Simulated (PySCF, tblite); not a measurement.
**2-methoxypyrazine: a rotation path, then NMR shifts on frames**

Aim: move 2-methoxypyrazine (`COc1cnccn1`) away from its starting geometry and see how NMR shifts follow the geometry.

The runs use tblite 0.8.0 and PySCF 2.14.0, with density-fitted response routines of our own; the level of theory stands in each step. All values are computed, except where a source is named. Atoms count from 0, in the outputs and in this text.

### Step 1. Starting geometry

14 atoms, charge 0, multiplicity 1; geometry from: GFN2-xTB.

Bonds of the start (Å): C0–O1 1.42, O1–C2 1.34, C2–C3 1.41, C3–N4 1.31, N4–C5 1.33, C5–C6 1.38, C6–N7 1.33, N7–C2 1.33, C0–H8 1.09, C0–H9 1.09, C0–H10 1.09, C3–H11 1.08, C5–H12 1.08, C6–H13 1.08.

### Step 2. A band between two rotamers with GFN2-xTB

Job settings and geometry (Å):

```
{"job": {"kind": "neb", "xc": "GFN2-xTB", "basis": "xTB", "atoms": [7, 2, 1, 0], "turn": 180}, "charge": 0, "multiplicity": 1}
C     -2.396513    -0.554546     0.098982
O     -1.589625     0.604071     0.220881
C     -0.272954     0.419042     0.088786
C      0.587943     1.528617     0.186727
N      1.887063     1.392475     0.060798
C      2.363368     0.168493    -0.161978
C      1.520049    -0.921310    -0.257683
N      0.202601    -0.798641    -0.132940
H     -3.423535    -0.217037     0.217254
H     -2.255381    -1.017247    -0.879971
H     -2.141144    -1.283762     0.870745
H      0.200500     2.520473     0.366739
H      3.435176     0.083035    -0.262190
H      1.881773    -1.924135    -0.438315
```

Level: GFN2-xTB climbing-image nudged elastic band, gas phase.

Started as:

```
OMP_NUM_THREADS=1 python probes_run.py task.json out
```

One launch serves the whole session: the jobs run in the order shown.

The program printed:

```text
image   E - E0 / eV
  0      -0.0000
  1       0.0375
  2       0.1566
  3       0.3275
  4       0.4264
  5       0.4052
  6       0.3323
  7       0.2434
  8       0.2000
```

It took 3.1 s on 1 thread of Arm Neoverse V1, shared host; peak memory 0.18 GiB.

The final band, with the dihedral N7–C2–O1–C0:

| image | dihedral (°) | energy (eV) | energy (kcal/mol) |
| --- | --- | --- | --- |
| 0 | 0 | 0.000 | 0.0 |
| 1 | 14 | 0.037 | 0.9 |
| 2 | 35 | 0.157 | 3.6 |
| 3 | 63 | 0.327 | 7.6 |
| 4 | 93 | 0.426 | 9.8 |
| 5 | 118 | 0.405 | 9.3 |
| 6 | 142 | 0.332 | 7.7 |
| 7 | 162 | 0.243 | 5.6 |
| 8 | 180 | 0.200 | 4.6 |

### Step 3. NMR shieldings: image 0, PBE0/pcSseg-1

Job settings and geometry (Å):

```
{"job": {"kind": "nmr", "xc": "PBE0", "basis": "pcSseg-1", "pop": false}, "charge": 0, "multiplicity": 1}
C     -2.396500    -0.554500     0.099000
O     -1.589600     0.604100     0.220900
C     -0.273000     0.419000     0.088800
C      0.587900     1.528600     0.186700
N      1.887100     1.392500     0.060800
C      2.363400     0.168500    -0.162000
C      1.520000    -0.921300    -0.257700
N      0.202600    -0.798600    -0.132900
H     -3.423500    -0.217000     0.217300
H     -2.255400    -1.017200    -0.880000
H     -2.141100    -1.283800     0.870700
H      0.200500     2.520500     0.366700
H      3.435200     0.083000    -0.262200
H      1.881800    -1.924100    -0.438300
```

With the program's defaults for keys left out, this is: GIAO PBE0/pcSseg-1 NMR shielding, non-relativistic, gas phase.

The program printed:

```text
coarse grid: 12360 points
cycle   1  E = -378.2669848911  dE =  1.532e+00  |g| = 5.258e-01  |ddm| = 3.527e+00
cycle   2  E = -378.2221188448  dE =  4.487e-02  |g| = 7.381e-01  |ddm| = 8.596e-01
cycle   3  E = -378.3191819338  dE = -9.706e-02  |g| = 8.246e-02  |ddm| = 4.908e-01
cycle   4  E = -378.3201287355  dE = -9.468e-04  |g| = 4.675e-02  |ddm| = 8.471e-02
cycle   5  E = -378.3205510892  dE = -4.224e-04  |g| = 1.233e-02  |ddm| = 3.933e-02
cycle   6  E = -378.3205795275  dE = -2.844e-05  |g| = 5.089e-03  |ddm| = 1.417e-02
cycle   7  E = -378.3205860471  dE = -6.520e-06  |g| = 1.153e-03  |ddm| = 5.247e-03
final grid: 121464 points
cycle   8  E = -378.3750293317  dE = -2.609e-05  |g| = 1.198e-02  |ddm| = 3.102e-02
cycle   9  E = -378.3749892591  dE =  4.007e-05  |g| = 1.910e-02  |ddm| = 1.981e-02
cycle  10  E = -378.3750560559  dE = -6.680e-05  |g| = 1.821e-03  |ddm| = 1.297e-02
cycle  11  E = -378.3750568360  dE = -7.802e-07  |g| = 3.993e-04  |ddm| = 1.850e-03
cycle  12  E = -378.3750568693  dE = -3.331e-08  |g| = 1.731e-04  |ddm| = 4.566e-04
cycle  13  E = -378.3750568769  dE = -7.582e-09  |g| = 3.501e-05  |ddm| = 1.632e-04
cycle  14  E = -378.3750568772  dE = -2.483e-10  |g| = 1.436e-05  |ddm| = 3.858e-05
converged SCF energy = -378.3750568772

GIAO shielding tensors (ppm)
atom      isotropic    diamagn.    paramagn.     s11        s22        s33       span
  0 C      131.007     244.683    -113.676    104.350    115.091    173.580     69.230
  1 O      211.393     397.880    -186.488    103.749    261.294    269.135    165.386
  2 C       19.348     256.302    -236.954    -66.630     14.299    110.375    177.005
  3 C       46.813     250.831    -204.018    -42.216     42.676    139.979    182.196
  4 N     -121.109     328.770    -449.880   -470.249   -200.516    307.436    777.685
  5 C       44.859     254.283    -209.424    -63.880     47.679    150.779    214.659
  6 C       39.344     252.061    -212.717    -64.247     37.777    144.504    208.751
  7 N      -50.871     335.599    -386.470   -313.387   -123.421    284.196    597.583
  8 H       27.623      27.901      -0.278     23.496     26.558     32.814      9.319
  9 H       27.526      29.571      -2.045     23.918     25.311     33.349      9.431
 10 H       27.537      29.536      -1.999     23.948     25.262     33.402      9.455
 11 H       23.155      30.170      -7.015     18.955     22.843     27.667      8.712
 12 H       23.262      29.376      -6.114     20.420     22.984     26.382      5.962
 13 H       23.329      30.787      -7.458     19.608     23.625     26.754      7.146
```

It took 25 s on 1 thread of Arm Neoverse V1, shared host; peak memory 0.84 GiB.

Shifts follow as δ = σ(reference) − σ, with reference shieldings (ppm) from runs at the same level and on the same kind of geometry: ¹H TMS 31.72, ¹³C TMS 186.9, ¹⁵N NH3 267.7, ¹⁷O H2O 336.1. The references are single molecules in the gas phase, so shifts against H2O, NH3, PH3, H3PO4 or CFCl3 are not on the usual liquid scales and can be off by tens of ppm. Each atom is listed at this fixed geometry, with no averaging over motion; a spectrum would average atoms that exchange fast.

| atoms | environment | σ (ppm) | δ (ppm) |
| --- | --- | --- | --- |
| C2 | aromatic carbon bearing oxygen | 19.3 | 167.6 |
| C6 | aromatic CH next to a ring nitrogen | 39.3 | 147.6 |
| C5 | aromatic CH next to a ring nitrogen | 44.9 | 142.1 |
| C3 | aromatic CH next to a ring nitrogen | 46.8 | 140.1 |
| C0 | methyl carbon bonded to O | 131.0 | 55.9 |
| H11 | hydrogen on an aromatic CH next to a ring nitrogen | 23.16 | 8.56 |
| H12 | hydrogen on an aromatic CH next to a ring nitrogen | 23.26 | 8.46 |
| H13 | hydrogen on an aromatic CH next to a ring nitrogen | 23.33 | 8.39 |
| H9 | hydrogen on a methyl carbon bonded to O | 27.53 | 4.19 |
| H10 | hydrogen on a methyl carbon bonded to O | 27.54 | 4.18 |
| H8 | hydrogen on a methyl carbon bonded to O | 27.62 | 4.09 |
| O1 | ether oxygen | 211.4 | 124.7 |
| N4 | pyridine-type ring nitrogen | -121.1 | 388.8 |
| N7 | pyridine-type ring nitrogen | -50.9 | 318.6 |

Ring of atoms C2, C3, N4, C5, C6, N7: NICS(0) -6.2, NICS(1) -10.5, NICS(1)zz -26.1 ppm (means of both faces).

The fields below are evaluated on a grid from the run's orbitals.

Frontier orbitals at PBE0/pcSseg-1, with the share of their density that lies nearest to each atom:

| orbital | energy (eV) | lies on |
| --- | --- | --- |
| HOMO | -7.14 | O1 22 %; C3, C5 about 19 % each; C2, C6 about 11 % each |
| LUMO | -1.27 | N4, N7 about 24 % each; C3, C6 about 16 % each |

ELF in a plane through or near 12 of the atoms.

Values, 10 rows by 14 columns:
```
0.00 0.00 0.00 0.00 0.00 0.00 0.00 0.00 0.00 0.00 0.00 0.00 0.00 0.00
0.00 0.00 0.00 0.00 0.00 0.00 0.01 0.00 0.00 0.00 0.00 0.00 0.00 0.00
0.00 0.00 0.00 0.01 0.10 0.13 1.00 0.96 0.00 0.00 0.00 0.00 0.00 0.00
0.00 0.00 0.00 0.74 0.94 0.46 0.62 0.29 0.39 0.69 0.02 0.01 0.00 0.00
0.00 0.00 0.00 0.06 0.57 0.77 0.66 0.39 0.66 0.75 0.35 1.00 0.20 0.00
0.00 0.00 0.98 1.00 0.75 0.65 0.55 0.86 0.07 0.33 0.31 0.96 0.22 0.00
0.00 0.00 0.59 0.71 0.27 0.34 0.76 0.94 0.39 0.30 0.26 0.02 0.00 0.00
0.00 0.00 0.00 0.00 0.95 1.00 0.14 0.18 0.04 0.00 0.00 0.00 0.00 0.00
0.00 0.00 0.00 0.00 0.07 0.46 0.01 0.00 0.00 0.00 0.00 0.00 0.00 0.00
0.00 0.00 0.00 0.00 0.00 0.00 0.00 0.00 0.00 0.00 0.00 0.00 0.00 0.00
```
The map spans 12.1 Å across and 10.2 Å up, centred on the molecule. Atoms in the plane (x, y in Å): C0 (2.5, -0.2), O1 (1.5, 0.8), C2 (0.2, 0.5), C3 (-0.8, 1.5), N4 (-2.1, 1.1), C5 (-2.4, -0.2), C6 (-1.4, -1.1), N7 (-0.1, -0.8), H8 (3.4, 0.3), H11 (-0.5, 2.5), H12 (-3.4, -0.4), H13 (-1.6, -2.2).

log10 of the density (e/Å³) in the same plane.

Ten even steps from ' ' (-4.0) to '@' (1.9):
```
                                                        
                                                        
                    ....::::..                          
              ....::::--====--::..                      
            ::------==++**++==--::::....                
          ::--======++**##**++==------::..              
        ..--==++********##**++==++++++==--::::..        
        ::--==**##%%####@@##****######++====----..      
      ..::--==**##%%##**##########@@##**++++++==::..    
    ..::--++++**####**++**##%%########**####**==--..    
    ..--==**####@@##******####**++****@@##**++==::..    
    ..::==++******##%%####%%##**++++******++==--::      
      ::--====++++**@@########**++==++++++==--::..      
      ....::--==++**##**++++++++==--------::::..        
          ..::--==****++==------::::::::::..            
            ..::====++==--::::::....  ..                
              ..::----::::..                            
                  ......                                
                                                        
                                                        
```
The map spans 12.1 Å across and 10.2 Å up, centred on the molecule. Atoms in the plane (x, y in Å): C0 (2.5, -0.2), O1 (1.5, 0.8), C2 (0.2, 0.5), C3 (-0.8, 1.5), N4 (-2.1, 1.1), C5 (-2.4, -0.2), C6 (-1.4, -1.1), N7 (-0.1, -0.8), H8 (3.4, 0.3), H11 (-0.5, 2.5), H12 (-3.4, -0.4), H13 (-1.6, -2.2).

On the surface of density 0.002 e/bohr³ the electrostatic potential runs, from the 1st to the 99th percentile, from -1.59 V near N4 to 0.97 V near H13.

### Step 4. Shielding tensors: image 2, PBE0/pcSseg-1

Job settings and geometry (Å):

```
{"job": {"kind": "nmr", "xc": "PBE0", "basis": "pcSseg-1", "pop": false}, "charge": 0, "multiplicity": 1}
C     -2.417200    -0.518500     0.216100
O     -1.594500     0.578900    -0.140400
C     -0.267100     0.380200    -0.166000
C      0.554400     1.448800     0.233300
N      1.857600     1.316000     0.316700
C      2.379500     0.150100    -0.055100
C      1.580500    -0.875200    -0.528000
N      0.255200    -0.776600    -0.550400
H     -3.436300    -0.225200    -0.025800
H     -2.141000    -1.427900    -0.316100
H     -2.331500    -0.683600     1.294900
H      0.115600     2.390400     0.526500
H      3.449900     0.052900     0.051500
H      1.993900    -1.810800    -0.879200
```

Level: GIAO PBE0/pcSseg-1 NMR shielding, non-relativistic, gas phase.

The program printed:

```text
coarse grid: 12360 points
cycle   1  E = -378.2605531452  dE =  1.524e+00  |g| = 5.350e-01  |ddm| = 3.517e+00
cycle   2  E = -378.2137921627  dE =  4.676e-02  |g| = 7.526e-01  |ddm| = 9.093e-01
cycle   3  E = -378.3143344166  dE = -1.005e-01  |g| = 8.040e-02  |ddm| = 5.296e-01
cycle   4  E = -378.3151950574  dE = -8.606e-04  |g| = 4.721e-02  |ddm| = 8.775e-02
cycle   5  E = -378.3156278856  dE = -4.328e-04  |g| = 1.272e-02  |ddm| = 4.150e-02
cycle   6  E = -378.3156592748  dE = -3.139e-05  |g| = 4.964e-03  |ddm| = 1.464e-02
cycle   7  E = -378.3156654376  dE = -6.163e-06  |g| = 1.122e-03  |ddm| = 5.113e-03
final grid: 121464 points
cycle   8  E = -378.3698904722  dE = -2.569e-05  |g| = 1.159e-02  |ddm| = 2.737e-02
cycle   9  E = -378.3698560767  dE =  3.440e-05  |g| = 1.802e-02  |ddm| = 1.909e-02
cycle  10  E = -378.3699154265  dE = -5.935e-05  |g| = 1.755e-03  |ddm| = 1.252e-02
cycle  11  E = -378.3699161523  dE = -7.258e-07  |g| = 3.746e-04  |ddm| = 1.804e-03
cycle  12  E = -378.3699161810  dE = -2.870e-08  |g| = 1.649e-04  |ddm| = 4.285e-04
cycle  13  E = -378.3699161877  dE = -6.743e-09  |g| = 3.360e-05  |ddm| = 1.531e-04
cycle  14  E = -378.3699161880  dE = -2.410e-10  |g| = 1.276e-05  |ddm| = 3.470e-05
converged SCF energy = -378.3699161880

GIAO shielding tensors (ppm)
atom      isotropic    diamagn.    paramagn.     s11        s22        s33       span
  0 C      130.847     245.303    -114.455    100.604    109.575    182.363     81.759
  1 O      229.519     398.479    -168.960    127.639    263.853    297.064    169.425
  2 C       17.684     254.521    -236.837    -73.540     18.729    107.864    181.404
  3 C       43.955     252.847    -208.892    -47.687     40.693    138.858    186.545
  4 N     -120.861     329.172    -450.033   -469.098   -199.828    306.344    775.442
  5 C       43.888     254.434    -210.547    -63.139     44.068    150.734    213.873
  6 C       39.606     252.351    -212.746    -63.154     36.952    145.019    208.173
  7 N      -58.265     333.913    -392.177   -338.508   -126.440    290.155    628.663
  8 H       27.652      28.074      -0.422     24.044     25.922     32.990      8.946
  9 H       26.479      29.546      -3.067     21.561     26.279     31.597     10.036
 10 H       28.184      29.616      -1.432     23.934     26.045     34.572     10.638
 11 H       23.202      30.803      -7.601     19.175     22.590     27.843      8.668
 12 H       23.273      29.390      -6.117     20.383     23.096     26.340      5.958
 13 H       23.334      30.479      -7.144     19.665     23.797     26.541      6.876
```

Run time: 18 s. Hardware: 1 thread of Arm Neoverse V1, shared host; peak memory 0.76 GiB.

This run: δ C2 169.2, C6 147.3, C5 143.0, C3 143.0, H11 8.51, H12 8.44 ppm.

[end of part 1 of 2]
